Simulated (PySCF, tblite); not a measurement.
# C5H8F2: a rotation path, then NMR shifts on frames, part 2 of 2

tblite 0.8.0 and PySCF 2.14.0. Atoms count from 0.

**5. NMR shieldings: image 4, PBE0/pcSseg-1**

Job settings and geometry (Å):

```
{"job": {"kind": "nmr", "xc": "PBE0", "basis": "pcSseg-1", "pop": false}, "charge": 0, "multiplicity": 1}
C      2.122700     0.202000    -0.481700
C      1.277800     0.381900     0.735300
C      0.037200    -0.031500     0.940500
C     -0.846000    -0.742800    -0.043200
C     -2.060100     0.124500    -0.412200
F     -3.221200    -0.492100    -0.071300
F     -2.069500     1.304700     0.252800
H      2.973400    -0.435800    -0.238400
H      2.515300     1.166800    -0.800800
H      1.580700    -0.242600    -1.310900
H      1.777500     0.899700     1.543100
H     -0.440700     0.181700     1.887600
H     -1.226700    -1.660600     0.411900
H     -0.305100    -1.011300    -0.949400
H     -2.119700     0.363200    -1.485200
```

Method: GIAO PBE0/pcSseg-1 NMR shielding, non-relativistic, gas phase.

Output:

```text
coarse grid: 12568 points
cycle   1  E = -394.3917370133  dE =  7.963e-01  |g| = 7.181e-01  |ddm| = 3.285e+00
cycle   2  E = -394.3248787165  dE =  6.686e-02  |g| = 9.947e-01  |ddm| = 1.018e+00
cycle   3  E = -394.4857259979  dE = -1.608e-01  |g| = 7.172e-02  |ddm| = 5.886e-01
cycle   4  E = -394.4865705017  dE = -8.445e-04  |g| = 3.569e-02  |ddm| = 7.737e-02
cycle   5  E = -394.4868471169  dE = -2.766e-04  |g| = 1.017e-02  |ddm| = 3.346e-02
cycle   6  E = -394.4868687328  dE = -2.162e-05  |g| = 3.916e-03  |ddm| = 1.012e-02
cycle   7  E = -394.4868725132  dE = -3.780e-06  |g| = 3.570e-04  |ddm| = 3.228e-03
final grid: 122224 points
cycle   8  E = -394.5429257313  dE = -4.451e-05  |g| = 8.081e-03  |ddm| = 2.535e-02
cycle   9  E = -394.5429205009  dE =  5.230e-06  |g| = 9.910e-03  |ddm| = 1.346e-02
cycle  10  E = -394.5429412873  dE = -2.079e-05  |g| = 1.032e-03  |ddm| = 7.017e-03
cycle  11  E = -394.5429414507  dE = -1.633e-07  |g| = 2.308e-04  |ddm| = 7.908e-04
cycle  12  E = -394.5429414590  dE = -8.337e-09  |g| = 6.889e-05  |ddm| = 1.812e-04
cycle  13  E = -394.5429414600  dE = -9.441e-10  |g| = 3.090e-05  |ddm| = 7.665e-05
converged SCF energy = -394.5429414600

GIAO shielding tensors (ppm)
atom      isotropic    diamagn.    paramagn.     s11        s22        s33       span
  0 C      171.183     248.353     -77.170    153.685    176.163    183.701     30.016
  1 C       52.296     255.607    -203.311    -59.102     56.508    159.481    218.583
  2 C       57.976     256.256    -198.280    -54.741     68.781    159.887    214.627
  3 C      150.012     250.636    -100.625    122.617    148.355    179.062     56.445
  4 C       66.410     239.187    -172.776     45.495     66.911     86.826     41.331
  5 F      289.324     469.444    -180.120    188.689    330.929    348.354    159.665
  6 F      307.951     474.650    -166.699    204.037    319.670    400.147    196.110
  7 H       30.006      28.135       1.871     25.952     27.286     36.780     10.828
  8 H       29.977      28.805       1.173     26.217     27.420     36.294     10.077
  9 H       29.740      31.591      -1.851     25.123     30.946     33.152      8.029
 10 H       25.792      31.315      -5.523     23.221     25.499     28.657      5.436
 11 H       25.734      32.167      -6.433     23.020     25.418     28.764      5.744
 12 H       29.098      29.860      -0.763     25.306     28.188     33.799      8.493
 13 H       28.570      32.300      -3.730     24.720     28.930     32.060      7.340
 14 H       25.555      27.874      -2.320     23.267     24.354     29.042      5.774
```

Wall time 15 s (1 thread of Intel Xeon Platinum 8488C, shared host); peak memory 0.79 GiB.

Key values: δ C1 134.6, C2 128.9, C4 120.5, C3 36.9, H14 6.16, H11 5.98 ppm.

**6. NMR shieldings: image 6, PBE0/pcSseg-1**

Job settings and geometry (Å):

```
{"job": {"kind": "nmr", "xc": "PBE0", "basis": "pcSseg-1", "pop": false}, "charge": 0, "multiplicity": 1}
C      2.114900     0.257200    -0.436800
C      1.252400     0.336500     0.779100
C      0.015600    -0.108400     0.938800
C     -0.838200    -0.758600    -0.111200
C     -2.057400     0.112600    -0.425500
F     -3.087900    -0.170600     0.412000
F     -1.792000     1.429400    -0.253000
H      2.973600    -0.383100    -0.230700
H      2.495000     1.249000    -0.679600
H      1.591200    -0.132100    -1.304800
H      1.735900     0.804700     1.626200
H     -0.481200     0.034000     1.889700
H     -1.218300    -1.714300     0.257600
H     -0.279200    -0.938100    -1.028300
H     -2.428800    -0.010100    -1.455200
```

With the program's defaults for keys left out, this is: GIAO PBE0/pcSseg-1 NMR shielding, non-relativistic, gas phase.

Output:

```text
coarse grid: 12568 points
cycle   1  E = -394.3939548489  dE =  7.978e-01  |g| = 7.186e-01  |ddm| = 3.284e+00
cycle   2  E = -394.3258489056  dE =  6.811e-02  |g| = 9.979e-01  |ddm| = 1.031e+00
cycle   3  E = -394.4882990428  dE = -1.625e-01  |g| = 7.171e-02  |ddm| = 5.979e-01
cycle   4  E = -394.4891239169  dE = -8.249e-04  |g| = 3.656e-02  |ddm| = 7.812e-02
cycle   5  E = -394.4894134431  dE = -2.895e-04  |g| = 1.053e-02  |ddm| = 3.450e-02
cycle   6  E = -394.4894368289  dE = -2.339e-05  |g| = 3.937e-03  |ddm| = 1.037e-02
cycle   7  E = -394.4894406446  dE = -3.816e-06  |g| = 3.273e-04  |ddm| = 3.237e-03
final grid: 122224 points
cycle   8  E = -394.5458692056  dE = -4.593e-05  |g| = 8.088e-03  |ddm| = 2.524e-02
cycle   9  E = -394.5458641253  dE =  5.080e-06  |g| = 9.891e-03  |ddm| = 1.349e-02
cycle  10  E = -394.5458847554  dE = -2.063e-05  |g| = 1.005e-03  |ddm| = 7.008e-03
cycle  11  E = -394.5458849107  dE = -1.554e-07  |g| = 2.440e-04  |ddm| = 8.008e-04
cycle  12  E = -394.5458849203  dE = -9.514e-09  |g| = 7.036e-05  |ddm| = 1.970e-04
cycle  13  E = -394.5458849212  dE = -9.870e-10  |g| = 3.173e-05  |ddm| = 7.863e-05
cycle  14  E = -394.5458849215  dE = -2.390e-10  |g| = 6.293e-06  |ddm| = 2.819e-05
converged SCF energy = -394.5458849215

GIAO shielding tensors (ppm)
atom      isotropic    diamagn.    paramagn.     s11        s22        s33       span
  0 C      171.050     248.292     -77.242    153.447    176.337    183.367     29.920
  1 C       50.091     255.296    -205.205    -64.260     54.941    159.591    223.851
  2 C       59.217     256.068    -196.851    -52.800     69.146    161.306    214.106
  3 C      149.646     250.046    -100.400    128.572    144.812    175.553     46.980
  4 C       66.506     238.046    -171.540     45.393     67.304     86.821     41.427
  5 F      298.171     471.488    -173.317    181.069    328.729    384.714    203.645
  6 F      305.358     476.076    -170.719    211.877    316.131    388.066    176.189
  7 H       30.013      28.126       1.887     25.964     27.252     36.824     10.860
  8 H       29.956      28.778       1.178     26.235     27.400     36.231      9.996
  9 H       29.722      31.577      -1.854     25.101     31.003     33.062      7.961
 10 H       25.678      31.248      -5.570     23.221     25.269     28.545      5.324
 11 H       25.750      31.933      -6.183     22.926     25.604     28.721      5.795
 12 H       29.204      29.885      -0.681     25.668     27.739     34.204      8.536
 13 H       28.685      32.446      -3.760     24.546     29.187     32.322      7.776
 14 H       25.493      27.350      -1.857     22.915     24.344     29.219      6.304
```

It took 16 s on 1 thread of Intel Xeon Platinum 8488C, shared host; peak memory 0.79 GiB.

This run: δ C1 136.8, C2 127.7, C4 120.4, C3 37.3, H14 6.22, H10 6.04 ppm.

**7. Nuclear shieldings: image 8, PBE0/pcSseg-1**

Job settings and geometry (Å):

```
{"job": {"kind": "nmr", "xc": "PBE0", "basis": "pcSseg-1", "pop": false}, "charge": 0, "multiplicity": 1}
C      2.106200     0.313600    -0.391000
C      1.243900     0.275600     0.825800
C      0.006100    -0.180200     0.934900
C     -0.840200    -0.763500    -0.159400
C     -2.058800     0.110500    -0.436900
F     -2.824400     0.258600     0.672000
F     -1.691200     1.360100    -0.811000
H      2.990400    -0.304600    -0.234800
H      2.446000     1.333900    -0.564200
H      1.592300    -0.032400    -1.282400
H      1.720600     0.668900     1.714800
H     -0.494500    -0.127300     1.892100
H     -1.207700    -1.747400     0.141900
H     -0.286700    -0.863700    -1.091500
H     -2.706500    -0.294200    -1.232300
```

Level: GIAO PBE0/pcSseg-1 NMR shielding, non-relativistic, gas phase.

Output:

```text
coarse grid: 12568 points
cycle   1  E = -394.3984234491  dE =  8.015e-01  |g| = 7.158e-01  |ddm| = 3.287e+00
cycle   2  E = -394.3312540447  dE =  6.717e-02  |g| = 9.922e-01  |ddm| = 1.029e+00
cycle   3  E = -394.4920957955  dE = -1.608e-01  |g| = 7.166e-02  |ddm| = 5.977e-01
cycle   4  E = -394.4929056096  dE = -8.098e-04  |g| = 3.709e-02  |ddm| = 7.850e-02
cycle   5  E = -394.4932047170  dE = -2.991e-04  |g| = 1.072e-02  |ddm| = 3.505e-02
cycle   6  E = -394.4932291541  dE = -2.444e-05  |g| = 3.913e-03  |ddm| = 1.042e-02
cycle   7  E = -394.4932329082  dE = -3.754e-06  |g| = 3.041e-04  |ddm| = 3.218e-03
final grid: 122224 points
cycle   8  E = -394.5495770400  dE = -4.508e-05  |g| = 8.195e-03  |ddm| = 2.432e-02
cycle   9  E = -394.5495714268  dE =  5.613e-06  |g| = 1.015e-02  |ddm| = 1.349e-02
cycle  10  E = -394.5495926679  dE = -2.124e-05  |g| = 9.908e-04  |ddm| = 7.124e-03
cycle  11  E = -394.5495928240  dE = -1.561e-07  |g| = 2.521e-04  |ddm| = 8.164e-04
cycle  12  E = -394.5495928345  dE = -1.050e-08  |g| = 8.249e-05  |ddm| = 2.154e-04
cycle  13  E = -394.5495928359  dE = -1.445e-09  |g| = 3.213e-05  |ddm| = 8.599e-05
cycle  14  E = -394.5495928361  dE = -2.458e-10  |g| = 5.788e-06  |ddm| = 2.821e-05
converged SCF energy = -394.5495928361

GIAO shielding tensors (ppm)
atom      isotropic    diamagn.    paramagn.     s11        s22        s33       span
  0 C      170.772     248.319     -77.547    153.012    175.975    183.329     30.317
  1 C       48.814     255.221    -206.406    -66.498     53.358    159.583    226.081
  2 C       60.459     256.270    -195.811    -50.681     70.260    161.798    212.479
  3 C      150.029     249.556     -99.527    135.056    143.392    171.639     36.583
  4 C       65.529     237.011    -171.482     43.920     67.721     84.944     41.023
  5 F      312.521     473.534    -161.013    202.299    329.588    405.677    203.378
  6 F      304.684     475.973    -171.289    199.763    322.630    391.658    191.895
  7 H       30.048      28.134       1.914     26.066     27.262     36.818     10.752
  8 H       29.939      28.822       1.116     26.272     27.359     36.184      9.912
  9 H       29.686      31.560      -1.874     25.167     30.952     32.938      7.772
 10 H       25.600      31.193      -5.592     23.181     25.190     28.430      5.250
 11 H       25.718      31.971      -6.253     22.687     25.539     28.929      6.243
 12 H       29.320      29.921      -0.601     25.916     27.297     34.749      8.832
 13 H       28.890      32.203      -3.313     25.125     29.188     32.357      7.232
 14 H       25.431      26.916      -1.485     22.880     24.159     29.253      6.372
```

It took 16 s on 1 thread of Intel Xeon Platinum 8488C, shared host; peak memory 0.79 GiB.

This run: δ C1 138.1, C2 126.5, C4 121.4, C3 36.9, H14 6.29, H10 6.12 ppm.

**8. Comparing the runs: NMR shifts**

Shifts (ppm) of some atoms, chosen among heavy atoms and hydrogens apart, with basis size and wall time:

```tsv
frame	C1	C2	C4	H14	H13	F5	F6	functions	time
image 0	137.1	128.9	124.2	5.88	2.85	-126.9	-138.4	159	16 s
image 2	135.6	129.0	121.7	6.01	2.98	-124.8	-141.8	159	16 s
image 4	134.6	128.9	120.5	6.16	3.15	-118.4	-137.0	159	15 s
image 6	136.8	127.7	120.4	6.22	3.03	-127.2	-134.4	159	16 s
image 8	138.1	126.5	121.4	6.29	2.83	-141.6	-133.7	159	16 s
```

**9. Outcome**

The summary covers parts 1 to 2.

| quantity | value |
| --- | --- |
| barrier | 0.142 eV (3.3 kcal/mol) at image 4 |
| end to end (GFN2-xTB) | 0.039 eV |
| 13C shifts against TMS (PBE0/pcSseg-1, image 0) | 137.1, 128.9, 124.2, 37.5, 16.1 ppm |
| 1H shifts against TMS (PBE0/pcSseg-1, image 0) | 6.03, 5.88, 5.78, 2.85, 2.57, 2.08, 1.74, 1.74 ppm |
| 19F shifts against CFCl3 (PBE0/pcSseg-1, image 0) | -126.9, -138.4 ppm |
| range of the shift of F5 | -141.6 to -118.4 ppm |

Along the band the dihedral turns by 126°, and the top (dihedral -1°) lies 3.3 kcal/mol above the start (GFN2-xTB, rough), so at room temperature this motion is fast. Ends this close can change order at a higher level. The top was not checked by a frequency run. Shifts at one fixed geometry are not the observed spectrum, which averages over the motion. In the first frame run (image 0): The largest span, 224 ppm, is at C1, where the paramagnetic term is -206 ppm. In ppm, F5 moves most: its shift spreads over 23.2 ppm, from -141.6 (image 8) to -118.4 (image 4).
